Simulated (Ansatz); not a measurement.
# HgPd2Pt2: the cost of one run

Program: Ansatz 0.2.0. Level of theory: reference: DFT r2SCAN, plane waves, PAW, scalar-relativistic, no spin polarisation. These are calculated values, not measurements.

**1. The starting structure**

It takes space group P4/mbm (No. 127, tetragonal). The conventional cell has a = 7.004 Å, b = 7.004 Å, c = 3.371 Å, α = 90.00°, β = 90.00°, γ = 90.00°. Around Pd (site symmetry m2m) lie 1 Pd at 2.49 Å and 6 Pt at 2.59 to 2.72 Å and 2 Hg at 2.77 Å. Around Pt (site symmetry m2m) lie 6 Pd at 2.59 to 2.72 Å. Hg (site symmetry 4/m) is surrounded by 4 Pd at 2.77 Å and 8 Pt at 3.08 Å.

Structure file:

```
Pd Pt Hg
1.0
     7.00381    0.00000    0.00000
     0.00000    7.00381    0.00000
     0.00000    0.00000    3.37095
Pd Pt Hg
4 4 2
Direct
  0.37450 0.87450 0.00000
  0.12550 0.37450 0.00000
  0.62550 0.12550 0.00000
  0.87450 0.62550 0.00000
  0.17600 0.67600 0.50000
  0.32400 0.17600 0.50000
  0.82400 0.32400 0.50000
  0.67600 0.82400 0.50000
  0.00000 0.00000 0.00000
  0.50000 0.50000 0.00000
```

**2. The reference run**

The input, input.yaml:

```yaml
crystal:
  lattice:
    - [7.00381, 0.0, 0.0]
    - [0.0, 7.00381, 0.0]
    - [0.0, 0.0, 3.370949]
  atoms:
    - { symbol: Pd, position: [0.3745, 0.8745, 0.0] }
    - { symbol: Pd, position: [0.1255, 0.3745, 0.0] }
    - { symbol: Pd, position: [0.6255, 0.1255, 0.0] }
    - { symbol: Pd, position: [0.8745, 0.6255, 0.0] }
    - { symbol: Pt, position: [0.176, 0.676, 0.5] }
    - { symbol: Pt, position: [0.324, 0.176, 0.5] }
    - { symbol: Pt, position: [0.824, 0.324, 0.5] }
    - { symbol: Pt, position: [0.676, 0.824, 0.5] }
    - { symbol: Hg, position: [0.0, 0.0, 0.0] }
    - { symbol: Hg, position: [0.5, 0.5, 0.0] }
  symmetry: { tolerance: 0.0003 }
kpoints:
  mp_grid: { grid: [3, 3, 5], shift: [0, 0, 0] }
magnetization:
  spin_polarized: false
scf:
  occupations: { method: fermi_dirac }
hamiltonian:
  pseudopotentials: { kind: paw }
  xc: r2scan
basis:
  ecutwfc: 500
output:
  forces: true
  stress: true
  eigenvalues: true
```

Command:

```sh
$ ansatz run input.yaml --threads 1 --pin off --max-ram 2560MiB --backend cpu --events-out ev --progress --plain --runs-dir out
```

**Question.** How long does this run take on 1 thread of AMD EPYC 9R45 (Zen 5), shared host, and how much memory does it need?

About 7.7 s, with a peak of 0.98 GiB.
